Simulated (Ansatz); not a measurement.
**SiAs (sextet): the correlation ladder, cc-pVDZ**

The task here is to estimate one member of a computed series from the others.

Computed with Ansatz 0.2.0, Gaussian basis. Level: cc-pVDZ, core rule «outside noble gas», up to 19 orbitals frozen.

To be run: UHF; CCSD(T) on ROHF; CCSD(T) on UHF; BCCD(T) on ROHF; CISD as a restricted active space (open shells left free, so some higher excitations enter); CCSDT(Q) on ROHF; CCSDT(Q) on UHF; CASSCF and MRCISD+Q, 9 electrons in 8 orbitals; CASSCF and NEVPT2, 9 electrons in 8 orbitals.

19 further runs of the same task are left out: 6 that didn't finish, 13 set aside as unsound or not needed. Runs told in other sessions of the task aren't counted.

## The geometry

The geometry is a PBE0/def2-TZVP stationary point (not a proven minimum) of the parent state, kept for this charge and spin. No spin-orbit coupling is included. The filled d shell of As may be among the frozen orbitals whatever the setting's name suggests.

2 atoms, charge 0, spin multiplicity 6.

Atoms are counted from 1 here; the program's logs count them from 0.

Bond lengths: Si1–As2 2.454 Å.

Set-up of the first run:

in.yaml reads:

```yaml
crystal:
  periodic: [false, false, false]
  atoms:
    - {symbol: Si, position_ang: [0.000000, 0.000000, 0.000000]}
    - {symbol: As, position_ang: [0.000000, 0.000000, 2.453600]}
basis:
  gaussian: {orbitals: cc-pVDZ}
magnetization: {spin_polarized: true, initial_magnetization: 5}
hamiltonian: {xc: hf}
output: {orbitals: {seedname: orbitals}}
```

On the command line:

```sh
> ansatz run in.yaml --threads 1 --pin off --events-out ev --progress --plain --max-ram 2393MiB
```

Steps of the session up to this table: UHF; CCSD(T) on ROHF; CCSD(T) on UHF; BCCD(T) on ROHF; CISD as a restricted active space (open shells left free, so some higher excitations enter); CCSDT(Q) on ROHF; CCSDT(Q) on UHF; CASSCF and MRCISD+Q, 9 electrons in 8 orbitals; CASSCF and NEVPT2, 9 electrons in 8 orbitals.

One table of the session follows, with a row left open; its other results are not shown here.

It belongs to the step «Misses and costs». 

```
          method  from UCCSDT(Q) (kcal/mol)
            ROHF                     +94.24
             UHF                     +90.86
            RMP2                     +21.14
            UMP2                     +21.86
            CISD                          ?
           RCCSD                      +3.56
           UCCSD                      +3.22
        RCCSD(T)                      +1.03
        UCCSD(T)                      +0.74
         BCCD(T)                      +1.04
          RCCSDT                      +0.48
          UCCSDT                      +0.17
       RCCSDT(Q)                      +0.30
       UCCSDT(Q)                          0
  CASSCF valence                     +81.51
  NEVPT2 valence                     +19.30
  MRCISD valence                      +6.80
MRCISD+Q valence                      +0.33
```

Q: Estimate the row for CISD from the others.

As computed: from UCCSDT(Q) (kcal/mol): +6.55. In the column «from UCCSDT(Q) (kcal/mol)» it lies between RCCSD (+3.56) and MRCISD valence (+6.80).

To keep in mind: Restricted and unrestricted rows rest on different reference determinants; a gap between their highest levels can come from leftover correlation error, from unlike frozen cores or from another state.
